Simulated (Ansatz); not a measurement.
# FeRe: how the settings move a single-point run

Aim: see which settings change the result for FeRe, by how much, and at what cost.

Method: reference: DFT, LDA, PAW with Ansatz's default frozen-core files, scalar-relativistic, in Ansatz 0.2.0.

### Step 1. The starting structure

It takes space group P-6m2 (No. 187, hexagonal). Conventional cell: a = 2.689 Å, b = 2.689 Å, c = 4.140 Å, α = 90.00°, β = 90.00°, γ = 120.00°. Fe (site symmetry -6m2) is surrounded by 6 Re at 2.59 Å and 6 Fe at 2.69 Å. Re (site symmetry -6m2) is surrounded by 6 Fe at 2.59 Å and 6 Re at 2.69 Å.

Coordinates:

```cif
data_structure
_symmetry_space_group_name_H-M 'P-6m2'
_symmetry_Int_Tables_number 187
_cell_length_a 2.6887
_cell_length_b 2.6887
_cell_length_c 4.1399
_cell_angle_alpha 90.000
_cell_angle_beta 90.000
_cell_angle_gamma 120.000
_cell_volume 25.92
loop_
_atom_site_label
_atom_site_type_symbol
_atom_site_symmetry_multiplicity
_atom_site_Wyckoff_symbol
_atom_site_fract_x
_atom_site_fract_y
_atom_site_fract_z
_atom_site_occupancy
Fe1 Fe 1 f 0.66667 0.33333 0.50000 1
Re1 Re 1 c 0.33333 0.66667 0.00000 1
```

### Step 2. The reference run

Contents of input.yaml:

```yaml
crystal:
  lattice:
    - [2.6887134566, 0.0, 0.0]
    - [-1.3443567283, 2.3284941569, 0.0]
    - [0.0, 0.0, 4.139929]
  atoms:
    - { symbol: Fe, position: [0.6666666667, 0.3333333333, 0.5], spin: 3.0, spin_axis: [1.0, 0.0, 0.0] }
    - { symbol: Re, position: [0.3333333333, 0.6666666667, 0.0], spin: 1.5, spin_axis: [1.0, 0.0, 0.0] }
magnetization:
  noncollinear: true
  spin_spiral: { q: [0.0, 0.0, 0.4166666667] }
kpoints:
  mp_grid: { grid: [10, 10, 12], shift: [0.0, 0.0, 0.5] }
scf:
  occupations: { method: fermi_dirac, width: 0.1 }
  lower_state_search: "off"
hamiltonian:
  xc: lda
  pseudopotentials: { kind: paw }
output:
  eigenvalues: false
```

The run is started by

```console
> ansatz run input.yaml --threads 2 --pin off --max-ram 5120MiB --backend cpu --events-out ev --progress --plain --runs-dir out
```

### Step 3. Changing settings: starting moments, lock_directions true

Contents of input.yaml:

```yaml
crystal:
  lattice:
    - [2.6887134566, 0.0, 0.0]
    - [-1.3443567283, 2.3284941569, 0.0]
    - [0.0, 0.0, 4.139929]
  atoms:
    - { symbol: Fe, position: [0.6666666667, 0.3333333333, 0.5], spin: 3.0, spin_axis: [0.5, 0.0, 0.8660254] }
    - { symbol: Re, position: [0.3333333333, 0.6666666667, 0.0], spin: 1.5, spin_axis: [0.5, 0.0, 0.8660254] }
magnetization:
  noncollinear: true
  spin_spiral: { q: [0.0, 0.0, 0.4166666667] }
  spin_locking: { lock_directions: true }
kpoints:
  mp_grid: { grid: [10, 10, 12], shift: [0.0, 0.0, 0.5] }
scf:
  occupations: { method: fermi_dirac, width: 0.1 }
  lower_state_search: "off"
hamiltonian:
  xc: lda
  pseudopotentials: { kind: paw }
output:
  eigenvalues: false
```

Q: Predict the outcome of this session. Wanted: for each run, ending; energy change; gap.

As calculated:

| run | ending | energy change | gap (eV) | cycles | time |
| --- | --- | --- | --- | --- | --- |
| reference | converged | 0 | 0.00 | 23 | 53 s |
| 1: starting moments, lock_directions true | converged | 0.0 meV/atom | 0.00 | 36 | 14 min |

Residual by cycle in the longest SCF loop of each run; runs are numbered as in the table. The quantity is the density residual dr2, in eV.

| cycle | reference | run 1 |
| --- | --- | --- |
| 1 | 2.85 | 2.92 |
| 4 | 0.0355 | 0.268 |
| 7 | 0.00144 | 0.0476 |
| 11 | 2.2e-4 | 0.00933 |
| 14 | 0.00258 | 0.0171 |
| 17 | 5.6e-6 | 6.2e-4 |
| 20 | 6.1e-7 | 2.4e-7 |
| 23 | 7.3e-12 | 5.1e-7 |
| 26 | - | 2.0e-8 |
| 30 | - | 2.4e-10 |
| 33 | - | 8.6e-12 |
| 36 | - | 5.1e-13 |

What this shows: The changed input (constraint on the moments) leaves the energy the same to the digits printed. Cost: 36 SCF cycles against 23, 14 min against 53 s.
